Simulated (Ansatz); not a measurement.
Geometry optimisation, DFT PBE-D3(BJ), scalar-relativistic, plane waves, PAW (Ansatz).

Input:

```yaml
accuracy: low
crystal:
  lattice:
    - [8.434327, 0.0, 0.0]
    - [0.0, 8.434327, 0.0]
    - [0.0, 0.0, 8.434327]
  atoms:
    - { symbol: Cl, position: [0.3221665, 0.7884148, 0.8024919] }
    - { symbol: Cl, position: [0.2356195, 0.7190924, 0.5908694] }
    - { symbol: Cl, position: [0.8817632, 0.3194189, 0.8188703] }
    - { symbol: Cl, position: [0.9023499, 0.311535, 0.5809751] }
    - { symbol: Cl, position: [0.2717725, 0.4322784, 0.0316779] }
    - { symbol: Cl, position: [0.4590578, 0.5693519, 0.0883803] }
    - { symbol: Cl, position: [0.5031958, 0.2623586, 0.7854155] }
    - { symbol: Cl, position: [0.5678668, 0.0727376, 0.6552556] }
    - { symbol: Cl, position: [0.4976891, 0.8803099, 0.309108] }
    - { symbol: Cl, position: [0.5504024, 0.9289947, 0.0812239] }
    - { symbol: Cl, position: [0.2275452, 0.1462187, 0.2642071] }
    - { symbol: Cl, position: [0.0092929, 0.1456414, 0.1670183] }
    - { symbol: Cl, position: [0.8668157, 0.760914, 0.6319302] }
    - { symbol: Cl, position: [0.8593082, 0.7686737, 0.3932599] }
    - { symbol: Cl, position: [0.6014954, 0.3185147, 0.3586371] }
    - { symbol: Cl, position: [0.7642009, 0.4372731, 0.2301714] }
basis:
  ecutwfc: 420.0
kpoints:
  mp_grid: { grid: [1, 1, 1] }
hamiltonian:
  xc: pbe
  dispersion: d3bj
scf:
  occupations: { method: fermi_dirac, width: 0.05 }
  lower_state_search: "off"
relax:
  f_tol: 0.3
  max_steps: 15
  adjacent_minimum: "off"
```

Launched with:

```bash
$ ansatz run input.yaml --threads 1 --pin off --max-ram 3072MiB --backend cpu --events-out ev --progress --plain --runs-dir out
```

Task: Where does it end, and by what steps?

Result: The forces met the threshold. The threshold is loose, so the end isn't yet a minimum. The force dipped under the threshold on the way, but the program's further checks kept it going. Limits of this set-up: coarse k mesh, low accuracy level. After 13 steps the energy has fallen by 1.735 eV; Cl6 moved furthest, 1.38 Å.

```csv
step,energy less start (eV),largest force component (eV/Å),accepted
0,0.0000,0.501,yes
1,-0.4523,0.242,yes
2,-0.6338,0.356,yes
3,-0.7679,0.490,yes
4,-0.9044,0.638,yes
5,-0.9988,0.602,yes
6,-1.0862,0.486,yes
7,-1.1847,0.307,yes
8,-1.2863,0.282,yes
9,-1.3965,0.326,yes
10,-1.5145,0.342,yes
11,-1.6372,0.300,yes
12,-1.6372,0.301,yes
13,-1.7355,0.167,yes
```

```xyz
16
Lattice="8.4343 0.0000 0.0000 0.0000 8.4343 0.0000 0.0000 0.0000 8.4343" Properties=species:S:1:pos:R:3
Cl 3.301 5.934 6.389
Cl 3.035 5.734 4.369
Cl 8.104 2.232 7.078
Cl 8.278 2.312 5.043
Cl 1.445 4.165 0.171
Cl 2.721 5.479 1.079
Cl 3.668 2.250 6.582
Cl 4.855 0.721 5.990
Cl 4.515 7.442 2.270
Cl 5.030 8.093 0.402
Cl 1.524 0.439 2.073
Cl -0.040 1.737 1.982
Cl 6.452 6.518 5.319
Cl 7.960 6.856 4.018
Cl 4.862 2.621 2.757
Cl 6.154 3.775 1.743
```

Whether the end is a true minimum wasn't checked by a vibrational analysis.

Run time: 19 s on 1 thread of Intel(R) Xeon(R) 6975P-C (Granite Rapids) (shared host), peak memory 0.53 GiB.
